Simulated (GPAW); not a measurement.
# GaF (Pm-3m) in GPAW: reference runs

Aim: a first look at GaF with PBE, on the cell as given.

All numbers are computed with GPAW 26.7.0; they aren't measurements. Logs are shortened: lines on timing, memory, paths and dates and some standing lists are left out, and cuts for length are marked. The log counts tension as positive stress, the text compression.

### Step 1. The crystal as given

The structure is cubic, space group Pm-3m (No. 221). The conventional cell has a = 3.166 Å, b = 3.166 Å, c = 3.166 Å, α = 90.00°, β = 90.00°, γ = 90.00°. Around Ga (site symmetry m-3m) lie 8 F at 2.74 Å. F (site symmetry m-3m) has 8 Ga at 2.74 Å as nearest neighbours.

The cell was built by a generator and needn't be a form met in nature.

### Step 2. Single point, PBE

run.py reads:

```python
from ase import Atoms
from ase.dft.bandgap import bandgap
from ase.io import write
from ase.units import GPa
from gpaw import GPAW, PW

atoms = Atoms(['Ga', 'F'],
              cell=[[3.16592, 0.0, 0.0],
                    [0.0, 3.16592, 0.0],
                    [0.0, 0.0, 3.16592]],
              scaled_positions=[[0.0, 0.0, 0.0],
                                [0.5, 0.5, 0.5]],
              pbc=True)

calc = GPAW(mode=PW(800),
            xc='PBE',
            kpts={'size': (8, 8, 8), 'gamma': True},
            occupations={'name': 'fermi-dirac', 'width': 0.05},
            nbands=13,
            convergence={'density': 1e-05, 'energy': 1e-05},
            maxiter=150,
            txt='gpaw.txt')
atoms.calc = calc
energy = atoms.get_potential_energy()
forces = atoms.get_forces()
stress = atoms.get_stress()
calc.write('gs.gpw')
write('result.traj', atoms)
print(f'Energy: {energy:.6f} eV')
print('Forces (eV/A):')
print(forces.round(4))
print('Stress (GPa):', (stress / GPa).round(3))
print('Fermi level:', round(calc.get_fermi_level(), 4), 'eV')
print(f'Gap: {bandgap(calc)[0]:.4f} eV, direct: {bandgap(calc, direct=True)[0]:.4f} eV')
```

Potentials or basis: GPAW PAW data sets (gpaw-data 1.2.1), pw.

Command:

```
OMP_NUM_THREADS=1 python run.py
```

gpaw.txt:

```text
__  _  _
 | _ |_)|_||  |
 |__||  | ||/\| - 26.7.0

Input parameters:
  mode=PW(ecut=800.0),
  convergence={'density': 1e-05, 'energy': 1e-05},
  kpts=MonkhorstPack(size=(8, 8, 8), gamma=True),
  maxiter=150,
  nbands=13,
  occupations=Occupations(name='fermi-dirac', width=0.05),
  xc=XC(name='PBE')

Diagonalizing LCAO Hamiltonian
Converting LCAO to pw mode
   .-------.
  /|       |
 * |       |
 | |  F    |
 | .-------.
 |/       /
 Ga------*

Atoms  # Å, Bohr magnetons
|   | symbol |        x |        y |        z |    initial magnetic moments |
|---|--------|----------|----------|----------|-----------------------------|
| 0 |     Ga | 0.000000 | 0.000000 | 0.000000 | ( 0.0000,  0.0000,  0.0000) |
| 1 |      F | 1.582960 | 1.582960 | 1.582960 | ( 0.0000,  0.0000,  0.0000) |

Unit cell  # Å
| periodic |        x |        y |        z |  lengths |    angles |
|----------|----------|----------|----------|----------|-----------|
|      yes | 3.165920 | 0.000000 | 0.000000 | 3.165920 | 90.000000 |
|      yes | 0.000000 | 3.165920 | 0.000000 | 3.165920 | 90.000000 |
|      yes | 0.000000 | 0.000000 | 3.165920 | 3.165920 | 90.000000 |

Number of symmetries: 48
Symmetry operations  # r_c * U_cc + t_c -> r_c
|    | kind |            matrix            |
|----|------|------------------------------|
|  0 |  E   |  1, 0, 0,  0, 1, 0,  0, 0, 1 |
|  1 |  σ   |  1, 0, 0,  0, 1, 0,  0, 0,-1 |
|  2 |  σ   |  1, 0, 0,  0, 0, 1,  0, 1, 0 |
|  3 |  C4  |  1, 0, 0,  0, 0, 1,  0,-1, 0 |
|  4 |  C4  |  1, 0, 0,  0, 0,-1,  0, 1, 0 |
|  5 |  σ   |  1, 0, 0,  0, 0,-1,  0,-1, 0 |
|  6 |  σ   |  1, 0, 0,  0,-1, 0,  0, 0, 1 |
|  7 |  C2  |  1, 0, 0,  0,-1, 0,  0, 0,-1 |
|  8 |  σ   |  0, 1, 0,  1, 0, 0,  0, 0, 1 |
|  9 |  C2  |  0, 1, 0,  1, 0, 0,  0, 0,-1 |
| 10 |  C3  |  0, 1, 0,  0, 0, 1,  1, 0, 0 |
| 11 |  S6  |  0, 1, 0,  0, 0, 1, -1, 0, 0 |
| 12 |  S6  |  0, 1, 0,  0, 0,-1,  1, 0, 0 |
| 13 |  C3  |  0, 1, 0,  0, 0,-1, -1, 0, 0 |
| 14 |  C4  |  0, 1, 0, -1, 0, 0,  0, 0, 1 |
| 15 |  S4  |  0, 1, 0, -1, 0, 0,  0, 0,-1 |
| 16 |  C3  |  0, 0, 1,  1, 0, 0,  0, 1, 0 |
| 17 |  S6  |  0, 0, 1,  1, 0, 0,  0,-1, 0 |
| 18 |  σ   |  0, 0, 1,  0, 1, 0,  1, 0, 0 |
| 19 |  C4  |  0, 0, 1,  0, 1, 0, -1, 0, 0 |
| 20 |  C2  |  0, 0, 1,  0,-1, 0,  1, 0, 0 |
| 21 |  S4  |  0, 0, 1,  0,-1, 0, -1, 0, 0 |
| 22 |  S6  |  0, 0, 1, -1, 0, 0,  0, 1, 0 |
| 23 |  C3  |  0, 0, 1, -1, 0, 0,  0,-1, 0 |
| 24 |  S6  |  0, 0,-1,  1, 0, 0,  0, 1, 0 |
| 25 |  C3  |  0, 0,-1,  1, 0, 0,  0,-1, 0 |
| 26 |  C4  |  0, 0,-1,  0, 1, 0,  1, 0, 0 |
| 27 |  σ   |  0, 0,-1,  0, 1, 0, -1, 0, 0 |
| 28 |  S4  |  0, 0,-1,  0,-1, 0,  1, 0, 0 |
| 29 |  C2  |  0, 0,-1,  0,-1, 0, -1, 0, 0 |
| 30 |  C3  |  0, 0,-1, -1, 0, 0,  0, 1, 0 |
| 31 |  S6  |  0, 0,-1, -1, 0, 0,  0,-1, 0 |
| 32 |  C4  |  0,-1, 0,  1, 0, 0,  0, 0, 1 |
| 33 |  S4  |  0,-1, 0,  1, 0, 0,  0, 0,-1 |
| 34 |  S6  |  0,-1, 0,  0, 0, 1,  1, 0, 0 |
| 35 |  C3  |  0,-1, 0,  0, 0, 1, -1, 0, 0 |
| 36 |  C3  |  0,-1, 0,  0, 0,-1,  1, 0, 0 |
| 37 |  S6  |  0,-1, 0,  0, 0,-1, -1, 0, 0 |
| 38 |  σ   |  0,-1, 0, -1, 0, 0,  0, 0, 1 |
| 39 |  C2  |  0,-1, 0, -1, 0, 0,  0, 0,-1 |
| 40 |  σ   | -1, 0, 0,  0, 1, 0,  0, 0, 1 |
| 41 |  C2  | -1, 0, 0,  0, 1, 0,  0, 0,-1 |
| 42 |  C2  | -1, 0, 0,  0, 0, 1,  0, 1, 0 |
| 43 |  S4  | -1, 0, 0,  0, 0, 1,  0,-1, 0 |
| 44 |  S4  | -1, 0, 0,  0, 0,-1,  0, 1, 0 |
| 45 |  C2  | -1, 0, 0,  0, 0,-1,  0,-1, 0 |
| 46 |  C2  | -1, 0, 0,  0,-1, 0,  0, 0, 1 |
| 47 |  i   | -1, 0, 0,  0,-1, 0,  0, 0,-1 |

BZ-sampling:
  Number of BZ points: 512
  Number of IBZ points: 35

  Monkhorst-Pack size: [8, 8, 8]
  Monkhorst-Pack shift: [0.0625, 0.0625, 0.0625]

K-points  # in reciprocal-cell coordinates
|     |                                coordinates |     weight |
|-----|--------------------------------------------|------------|
|   0 | (  0.00000000,   0.00000000,   0.00000000) | 0.00195312 |
|   1 | (  0.12500000,   0.00000000,   0.00000000) | 0.01171875 |
|   2 | (  0.12500000,   0.12500000,   0.00000000) | 0.02343750 |
|   3 | (  0.12500000,   0.12500000,   0.12500000) | 0.01562500 |
|   4 | (  0.25000000,   0.00000000,   0.00000000) | 0.01171875 |
|   5 | (  0.25000000,   0.12500000,   0.00000000) | 0.04687500 |
|   6 | (  0.25000000,   0.12500000,   0.12500000) | 0.04687500 |
|   7 | (  0.25000000,   0.25000000,   0.00000000) | 0.02343750 |
|   8 | (  0.25000000,   0.25000000,   0.12500000) | 0.04687500 |
|   9 | (  0.25000000,   0.25000000,   0.25000000) | 0.01562500 |
| ... |                                            |            |
|  34 | (  0.50000000,   0.50000000,   0.50000000) | 0.00195312 |

Plane wave coefficients: 1654
Cutoff: 800.0 eV

Spin-components: 1 (collinear spins)
Bands:           13
Projectors:      10
Spin-degeneracy: 2
Datatype:        complex128

Parallelization:
  kpt:    1
  domain: 1
  band:   1

Density:
  Valence electrons: 10.0
  Components: 1
  Grid points: [21 21 21]
  Charge: 0.0  # |e|

Potential:
  Grid points: [21 21 21]

species:
  Ga:
    name:    Gallium
    Z:       31.0
    valence: 3
    core:    28
    charge:  0.0  # [|e|]
    compensation charges:
      type: gauss
      rc: 0.37  # [Å]
      lmax: 2
    cutoffs:
      filter: 2.06  # [Å]
      core: 4.17  # [Å]
    projectors
    | kind |    occ | energy [eV] | rcut [Å] |
    |------|--------|-------------|----------|
    |   4s |  2.000 |      -8.945 |    1.164 |
    |   4p |  1.000 |      -2.580 |    1.164 |
    |    s |        |      18.266 |    1.164 |
    |    p |        |      24.631 |    1.164 |
    |    d |        |       0.000 |    1.164 |

    Using partial waves for Ga as LCAO basis

  F:
    name:    Fluorine
    Z:       9.0
    valence: 7
    core:    2
    charge:  0.0  # [|e|]
    compensation charges:
      type: gauss
      rc: 0.20  # [Å]
      lmax: 2
    cutoffs:
      filter: 1.14  # [Å]
      core: 0.74  # [Å]
    projectors
    | kind |    occ | energy [eV] | rcut [Å] |
    |------|--------|-------------|----------|
    |   2s |  2.000 |     -29.898 |    0.635 |
    |   2p |  5.000 |     -11.110 |    0.635 |
    |    s |        |      -2.687 |    0.635 |
    |    p |        |      16.102 |    0.635 |
    |    d |        |       0.000 |    0.635 |

    Using partial waves for F as LCAO basis

Reference energy: -55598.752314  # eV

eigensolver:
  PPCG
  Converge bands: occupied
  niter=2

density mixing:
  MSR1-Mixer
  Pratt-step length: 0.05
  Maximum mixing coefficient: 0.75
  Old densities: 10
  SVD Regularization: 0.005
  Good broyden scale: 1.0
  Trust region scale: 1.0
  Backstep threshold: 4.0
  History deletion threshold: 6.0
  Fourier metric: weight=20.0, sigma=0.015

occupation numbers:
  Fermi-Dirac:
    width: 0.0500  # eV

poisson solver:
  ecut: 6400.0  # eV

xc functional:
  name: PBE with 2 nearest neighbor stencil

convergence criteria:
- Maximum integral of absolute [dens]ity change: 1e-05 electrons / valence electron
- Maximum [total energy] change in last 3 cyles: 1e-05 eV / valence electron
- Maximum integral of absolute [eigenst]ate change: 4e-08 eV^2 / valence electron
maximum number of iterations: 150

SCF iterations
|iter     | |      energy | eigst |  dens |
|---------|-|-------------|-------|-------|
|iter:   1| |   -8.307615 | -0.55 |       |
|iter:   2| |   -8.064547 | -2.20 | -0.93 |
|iter:   3| |   -7.453539 | -0.71 | -0.99 |
|iter:   4| |   -7.436839 | -2.38 | -1.46 |
|iter:   5| |   -7.431818 | -3.19 | -1.70 |
|iter:   6| |   -7.431728 | -4.87 | -2.55 |
|iter:   7| |   -7.431762c| -5.05 | -2.85 |
|iter:   8| |   -7.431760c| -6.51 | -3.73 |
|iter:   9| |   -7.431760c| -8.23c| -4.57 |
|iter:  10| |   -7.431760c| -8.46c| -5.07c|

Converged in 10 steps
Energy contributions relative to reference atoms: (reference = -55598.752314)

Energy contributions:
  Kinetic:           8.159862
  Coulomb:          -8.401916
  Zero:              0.093384
  External:          0.000000
  Xc:               -7.283041
  Entropy:          -0.000096
  Spinorbit:         0.000000
  ----------------------------
  Free energy:      -7.431808
  Extrapolated:     -7.431760

dipole moment: (-8.261348, -8.261348, -8.261348)  # |e|*Ang

Fermi level: 3.458
Eigenvalues  # (at kpt = [0.000, 0.000, 0.000])
| band index |      eig [eV] | occ [0-2] |
|------------|---------------|-----------|
|          0 |       -18.928 |     2.000 |
|          1 |        -2.757 |     2.000 |
|          2 |        -0.120 |     2.000 |
|          3 |        -0.120 |     2.000 |
|          4 |        -0.120 |     2.000 |
|          5 |        11.647 |     0.000 |
|          6 |        11.647 |     0.000 |
|          7 |        11.647 |     0.000 |
|          8 |        12.968 |     0.000 |
|          9 |        12.968 |     0.000 |
|         10 |        20.104 |     0.000 |
|         11 |        23.425 |     0.000 |
|         12 |        23.425 |     0.000 |

Gap: 0.340 eV
Transition (v -> c):
  (s=0, k=34, n=4, [0.50, 0.50, 0.50]) -> (s=0, k=20, n=5, [0.50, 0.00, 0.00])
Direct/indirect transitions are different
Direct gap: 1.116 eV
Transition at: (s=0, k=20, n=4, [0.50, 0.00, 0.00])

Forces  # eV/Ang
|       x |       y |       z |
|---------|---------|---------|
| 0.00000 | 0.00000 | 0.00000 |  # Ga   0
| 0.00000 | 0.00000 | 0.00000 |  # F    1

Stress tensor  # eV/Ang^3
|         x |         y |        z |
|-----------|-----------|----------|
|  0.010609 | -0.000000 | 0.000000 |
| -0.000000 |  0.010609 | 0.000000 |
|  0.000000 |  0.000000 | 0.010609 |

# Writing to gs.gpw (mode='')
```

Wall time 11 s (1 thread of Arm Neoverse V2, shared host); peak memory 0.15 GiB.

What came out:

| Item | Value |
| --- | --- |
| Free energy | -7.4318 eV |
| Pressure | -1.7 GPa |
| Band gap on the k mesh | 0.34 eV, indirect (least direct gap 1.12 eV) |

Levels at points of the mesh, in eV from the valence-band top:
| k point | band 2 | band 3 | band 4 | band 5 | band 6 | band 7 | band 8 | band 9 |
| --- | --- | --- | --- | --- | --- | --- | --- | --- |
| (0.00, 0.00, 0.00) | -6.07 | -3.44 | -3.44 | -3.44 | 8.33 | 8.33 | 8.33 | 9.65 |
| (0.50, 0.00, 0.00) | -6.85 | -3.17 | -3.17 | -0.78 | 0.34 | 8.47 | 8.47 | 12.13 |
| (0.50, 0.50, 0.00) | -4.86 | -4.86 | -3.07 | -2.65 | 3.45 | 3.45 | 9.08 | 10.34 |
| (0.50, 0.50, 0.50) | -4.03 | -4.03 | -4.03 | 0.00 | 2.35 | 2.35 | 2.35 | 11.76 |

 PBE gaps usually lie below the measured ones, often by a third to a half.
